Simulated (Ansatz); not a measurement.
**Sn2Ir (Fm-3m): relaxations under a series of pressures, by script**

How does Sn2Ir (Fm-3m) give way under pressure? Aim: relaxations under a series of pressures, for Sn2Ir (Fm-3m), run from a script.

All numbers are computed with the Python package of Ansatz 0.2.0. Level of theory: DFT PBEsol, plane waves, PAW.

**1. Starting point**

Symmetry: Fm-3m, No. 225, cubic system. The conventional cell has a = 6.338 Å, b = 6.338 Å, c = 6.338 Å, α = 90.00°, β = 90.00°, γ = 90.00°. Sn (site symmetry -43m) has 4 Ir at 2.74 Å as nearest neighbours. Ir (site symmetry m-3m) is surrounded by 8 Sn at 2.74 Å.

The script holds or builds the structure itself.

**2. Script**

Contents of sn2ir.py:

```python
'''Cell of Sn2Ir under pressure.'''

import warnings

import ansatz as az
import numpy as np

FUNCTIONAL = 'pbesol'
OCCUPATIONS = 'Marzari-Vanderbilt'
WIDTH_EV = 0.15

def edges_and_angles(cell):
    cell = np.asarray(cell)
    a, b, c = np.linalg.norm(cell, axis=1)
    cosines = cell[1] @ cell[2] / (b * c), cell[0] @ cell[2] / (a * c), cell[0] @ cell[1] / (a * b)
    return (a, b, c, *np.degrees(np.arccos(cosines)))


def main() -> None:
    warnings.simplefilter('ignore', az.DeckWarning)

    vectors = np.array([
        [0.0, 3.169, 3.169],
        [3.169, 0.0, 3.169],
        [3.169, 3.169, 0.0],
    ])
    system = (
        az.Lattice.of(vectors)
        .atom('Sn', (0.25, 0.25, 0.25))
        .atom('Sn', (0.75, 0.75, 0.75))
        .atom('Ir', (0.0, 0.0, 0.0))
    )

    setup = (
        system.calculation()
        .functional(FUNCTIONAL)
        .basis(16 * az.Ha)
        .kpoints(8)
        .occupations(OCCUPATIONS, width=WIDTH_EV)
    )

    # H = F + PV, with 1 GPa A^3 = 1/160.21766 eV
    rows = []
    for pressure in [0, 5, 10, 20]:
        res = setup.relax(cell=True, pressure=pressure).run(threads=1, pin='off')
        cell = res.lattice.cell_ang
        n_atoms = len(res.lattice.sites)
        volume = abs(np.linalg.det(cell)) / n_atoms
        enthalpy = res.report['free_energy_ev'] / n_atoms + pressure * volume / 160.21766
        rows.append((pressure, volume, enthalpy, *edges_and_angles(cell)))
        print(f'{pressure} GPa done: {volume:.4f} A^3/atom')

    print(' P (GPa)  V (A^3/atom)  H (eV/atom)     a       b       c')
    for row in rows:
        print('{:8.1f} {:12.4f} {:14.5f} {:7.4f} {:7.4f} {:7.4f}'.format(*row[:6]))
    p, v = np.array([row[0] for row in rows], float), np.array([row[1] for row in rows])
    print('mean bulk modulus between rows (GPa):', np.round(-np.diff(p) / np.diff(np.log(v)), 1))


if __name__ == '__main__':
    main()
```

**3. The input behind the calls**

The engine receives this input (first run):

```yaml
crystal:
  lattice:
    - [0.0, 3.169, 3.169]
    - [3.169, 0.0, 3.169]
    - [3.169, 3.169, 0.0]
  atoms:
    - { symbol: Sn, position: [0.25, 0.25, 0.25] }
    - { symbol: Sn, position: [0.75, 0.75, 0.75] }
    - { symbol: Ir, position: [0.0, 0.0, 0.0] }
basis:
  ecutwfc: 435.382179935808
kpoints:
  mp_grid:
    grid: [8, 8, 8]
hamiltonian:
  xc: pbesol
scf:
  occupations:
    method: cold
    width: 0.15
relax:
  cell:
    p_target: 0.0
```

**4. Running it**

Run with:

```console
$ python sn2ir.py
```

**Question.** How far does the cell shrink over this series of pressures, and what bulk modulus does the first step imply?

As calculated:

```
                                   quantity               value
bulk modulus between neighbouring pressures  135.7 to 204.2 GPa
                              runs compared                   4
                            range of energy     127.55 meV/atom
```

What this shows: The crystal stiffens as it is compressed. The volume falls from 21.30 Å³ an atom at 0 GPa to 18.97 at 20 GPa, by 11.0 %. Between 0 and 5 GPa, -V dP/dV is about 136 GPa, a mean over that step. In run 1, over 1 move the cell grew by 0.4 % in volume, and the space group stayed Fm-3m. In run 4, the volume shrank by 10.6 % over 4 moves under the 20 GPa asked, and the space group stayed Fm-3m. What to keep in mind:
- The run is spin-unpolarised.
- At a fixed pressure a relaxation lowers the enthalpy F + PV, while F alone can rise.
- For a metal this k-point mesh is coarse: on a finer one energies can move by several to tens of meV an atom and pressures by half a GPa or more, differences at one mesh by less.
- Spin-orbit coupling, which matters for elements this heavy, is left out.
- Symmetry holds the cell in this phase, so another phase that may be stable under pressure is not reached.
